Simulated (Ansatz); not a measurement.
# CdSe (Cadmoselite): the cost of one run

Method: DFT LDA, frozen-core PAW, scalar-relativistic unless said, in Ansatz 0.2.0.

The COD entry's cell or inner coordinates are ideal or old and differ from later refinements, so a difference from it is no clean test against experiment.

## 1. The system as given

The structure is hexagonal, space group P6_3mc (No. 186). Conventional cell: a = 4.300 Å, b = 4.300 Å, c = 7.020 Å, α = 90.00°, β = 90.00°, γ = 120.00°. Cd (site symmetry 3m) is surrounded by 4 Se at 2.61 to 2.70 Å. Around Se (site symmetry 3m) lie 4 Cd at 2.61 to 2.70 Å.

As a file:

```
CELL_PARAMETERS angstrom
4.30000 0.00000 0.00000
-2.15000 3.72391 0.00000
0.00000 0.00000 7.02000
ATOMIC_POSITIONS crystal
Cd 0.33333 0.66667 0.00000
Cd 0.66667 0.33333 0.50000
Se 0.33333 0.66667 0.38500
Se 0.66667 0.33333 0.88500
```

Cartesian axes are those of the input's lattice vectors. The structure goes back to a database entry.

## 2. Cell and atoms relaxed, PAW

Input file input.yaml:

```yaml
crystal:
  lattice:
    - [4.30000000001, 0.0, 0.0]
    - [-2.15000000001, 3.72390923628, 0.0]
    - [0.0, 0.0, 7.02]
  atoms:
    - { symbol: Cd, position: [0.333333333333, 0.666666666667, 0.0] }
    - { symbol: Cd, position: [0.666666666667, 0.333333333333, 0.5] }
    - { symbol: Se, position: [0.333333333333, 0.666666666667, 0.385] }
    - { symbol: Se, position: [0.666666666667, 0.333333333333, 0.885] }
kpoints:
  mp_grid: { grid: [8, 8, 4] }
scf:
  occupations: { method: fermi_dirac, width: 0.08 }
hamiltonian:
  xc: lda
  pseudopotentials: { kind: paw }
relax:
  f_tol: 0.002
  max_steps: 80
  cell: {}
output:
  forces: true
  stress: true
```

The run is started by

```sh
ansatz run input.yaml --threads 1 --pin off --max-ram 3072MiB --backend cpu --events-out ev --progress --plain --runs-dir out
```

**Question.** How long does this run take on 1 thread of Intel Xeon 6975P-C (Granite Rapids), shared host, and how much memory does it need?

About 21 s, with a peak of 0.44 GiB.
